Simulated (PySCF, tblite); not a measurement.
# C₄H₅BF₂O₂: geometry, infrared bands and NMR shifts

Aim: predict the infrared bands and NMR shifts of C₄H₅BF₂O₂ (`O=C1CCO[C@@H]1B(F)F`).

The runs use tblite 0.8.0 and PySCF 2.14.0, with density-fitted response routines of our own; the level of theory stands in each step. All values are computed, except where a source is named. Atoms are numbered from 0 throughout.

## (1) Starting geometry

14 atoms, charge 0, multiplicity 1; geometry from: force field or distance geometry start.

Bonds of the start (Å): O0–C1 1.20, C1–C2 1.49, C2–C3 1.51, C3–O4 1.39, O4–C5 1.39, C5–B6 1.57, B6–F7 1.44, B6–F8 1.44, C5–C1 1.51, C2–H9 1.10, C2–H10 1.11, C3–H11 1.12, C3–H12 1.10, C5–H13 1.09.

## (2) Relaxing the molecule with GFN2-xTB

What the job is given:

```
{"job": {"kind": "relax", "xc": "GFN2-xTB", "basis": "xTB"}, "charge": 0, "multiplicity": 1}
O      0.407300    -0.758500    -1.985100
C     -0.040100    -0.455100    -0.915300
C     -1.440100    -0.135800    -0.506400
C     -1.187200     0.761100     0.684400
O      0.188100     0.873100     0.850800
C      0.721800    -0.328700     0.386000
B      2.266700    -0.145800     0.162500
F      2.799300     1.196600     0.195400
F      2.970300    -1.183600    -0.540600
H     -2.008100     0.370800    -1.301300
H     -1.911200    -1.102600    -0.214200
H     -1.617000     0.335000     1.622100
H     -1.640700     1.749100     0.510900
H      0.490300    -1.176000     1.028600
```

Command:

```console
$ OMP_NUM_THREADS=1 python probes_run.py task.json out
```

One launch serves the whole session: the jobs run in the order shown.

**Question.** This job is followed by: GFN2-xTB harmonic vibrations, gas phase; GIAO PBE0/pcSseg-1 NMR shielding, non-relativistic, gas phase. What will the session give for the following? strongest single infrared mode (GFN2-xTB); zero-point energy (GFN2-xTB); ¹³C shifts against TMS (PBE0/pcSseg-1); ¹H shifts against TMS (PBE0/pcSseg-1); ¹⁷O shifts against H2O (PBE0/pcSseg-1); ¹¹B shifts against BF3·OEt2 (PBE0/pcSseg-1); ¹⁹F shifts against CFCl3 (PBE0/pcSseg-1, means over atoms taken as alike); surface potential, 1st and 99th percentile.

The runs gave:

```
                                                                 quantity                             value
                                strongest single infrared mode (GFN2-xTB)             1821 cm⁻¹, 402 km/mol
                                             zero-point energy (GFN2-xTB)                     58.5 kcal/mol
                                   ¹³C shifts against TMS (PBE0/pcSseg-1)       219.3, 77.2, 70.8, 41.6 ppm
                                    ¹H shifts against TMS (PBE0/pcSseg-1)  4.63, 4.15, 3.94, 2.66, 2.31 ppm
                                   ¹⁷O shifts against H2O (PBE0/pcSseg-1)                   643.3, 41.5 ppm
                              ¹¹B shifts against BF3·OEt2 (PBE0/pcSseg-1)                          23.4 ppm
¹⁹F shifts against CFCl3 (PBE0/pcSseg-1, means over atoms taken as alike)                         -70.4 ppm
                                    surface potential, 1st and 99th percentile                -1.36 V and 1.89 V
```

**Reading.** Over 86 steps the energy fell by 1.150 eV; of the close pairs, B6–F7 changed most, 1.445 to 1.309 Å. No mode is imaginary among the 36: a minimum at this level. The strongest single mode, at 1821 cm⁻¹, moves mainly C1 and O0. Unscaled tight-binding wavenumbers are off by several per cent, some by more. Its intensities can rank the bands wrongly. The most deshielded carbon is C1 (ketone carbonyl carbon), at 219.3 ppm: low-lying n→π* states of the double bond to the heteroatom give a large paramagnetic term (-283 ppm). At PBE0/pcSseg-1: The widest tensor belongs to O0: span 1288 ppm, with a paramagnetic part of -706 ppm. At PBE0/pcSseg-1, counted by nearest atom on the grid, the HOMO lies on O0 44 %; O4 18 %, the LUMO on C1 40 %; O0 26 %.
